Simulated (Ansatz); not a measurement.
# C3H4Se: a ladder of functionals and wavefunction methods

One table from this session's results is given with a row withheld; the runs are named, their logs left out.

Computed with Ansatz 0.2.0, Gaussian basis. Level: functionals in def2-TZVPP, the program's frozen cores in correlated methods.

The runs, in order: LDA (SPW92), PBE-D4, revPBE-D4, BLYP-D4, r2SCAN-D4, B97M-V, PBE0-D4, B3LYP-D4, r2SCANh-D4, r2SCAN0-D4, HSE06-D4, BHLYP-D4, CAM-B3LYP-D4, LC-ωPBE, ωB97X-V, ωB97M-V, B2PLYP, PBE-QIDH; CCSD(T)/def2-SVP; CCSD(T)/def2-TZVPP; MP2/def2-QZVPP; extrapolation to the limit; RPA on PBE.

### The relaxed structure

The geometry comes from an earlier relaxation with PBE0-D4 in a triple-zeta def2 set; it is a stationary point, not always the lowest conformer.

SMILES `CC1=C[Se]1`, 8 atoms, charge 0, spin multiplicity 1.

Atoms are counted from 1 here; the program's logs count them from 0.

Bond lengths: C1–C2 1.459 Å, C1–H5 1.093 Å, C1–H6 1.093 Å, C1–H7 1.093 Å, C2–C3 1.272 Å, C2–Se4 1.999 Å, C3–Se4 1.977 Å, C3–H8 1.075 Å. Angles: C2–C1–H5 110.2°, C2–C1–H6 110.6°, C2–C1–H7 110.2°, H5–C1–H6 109.2°, H5–C1–H7 107.5°, H6–C1–H7 109.2°, C1–C2–C3 154.0°, C1–C2–Se4 135.6°, C3–C2–Se4 70.4°, C2–C3–Se4 72.3°, C2–C3–H8 150.7°, Se4–C3–H8 137.0°, C2–Se4–C3 37.3°.

The first run:

Input file in.yaml:

```yaml
crystal:
  periodic: [false, false, false]
  atoms:
    - {symbol: C, position_ang: [-0.058641, 1.115612, -0.117381]}
    - {symbol: C, position_ang: [0.101093, -0.331818, -0.035652]}
    - {symbol: C, position_ang: [-0.190658, -1.492141, 0.396394]}
    - {symbol: Se, position_ang: [1.306183, -1.684557, -0.880624]}
    - {symbol: H, position_ang: [0.869001, 1.614111, 0.175304]}
    - {symbol: H, position_ang: [-0.867690, 1.449801, 0.536704]}
    - {symbol: H, position_ang: [-0.281867, 1.412392, -1.145364]}
    - {symbol: H, position_ang: [-0.785323, -2.140500, 1.014620]}
basis:
  gaussian: {orbitals: def2-TZVPP}
hamiltonian: {xc: lda}
output: {orbitals: {seedname: orbitals}}
```

On the command line:

```console
ansatz run in.yaml --threads 2 --pin off --events-out ev --progress --plain --max-ram 4352MiB
```

Steps of the session up to this table: LDA; PBE-D4 (GGA); revPBE-D4 (GGA); BLYP-D4 (GGA); r2SCAN-D4 (meta-GGA); B97M-V (meta-GGA); PBE0-D4 (hybrid); B3LYP-D4 (hybrid); r2SCANh-D4 (hybrid); r2SCAN0-D4 (hybrid); HSE06-D4 (hybrid); BHLYP-D4 (hybrid); CAM-B3LYP-D4 (range-separated); LC-ωPBE (range-separated); ωB97X-V (range-separated); ωB97M-V (range-separated); B2PLYP (double hybrid); PBE-QIDH (double hybrid).

One table of the session follows, with a row left open; its other results are not shown here.

It belongs to the step «Frontier levels by functional». 

```
  functional  HOMO (eV)  gap (eV)
 LDA (SPW92)      -4.38      3.02
      PBE-D4      -4.24      3.03
   revPBE-D4      -4.18      3.04
     BLYP-D4      -4.09      2.98
   r2SCAN-D4      -4.40      3.40
      B97M-V      -4.49      3.49
     PBE0-D4          ?         ?
    B3LYP-D4      -5.12      4.58
  r2SCANh-D4      -4.81      4.15
  r2SCAN0-D4      -5.43      5.26
    HSE06-D4      -4.93      4.25
    BHLYP-D4      -6.28      6.94
CAM-B3LYP-D4      -6.62      7.39
     LC-ωPBE      -7.98      9.90
     ωB97X-V      -7.61      9.44
     ωB97M-V      -7.48      9.17
```

**Question.** Estimate the row for PBE0-D4.

**Answer.** HOMO (eV): -5.33; gap (eV): 5.03. In the column «HOMO (eV)» it lies between r2SCAN0-D4 (-5.43) and B3LYP-D4 (-5.12).
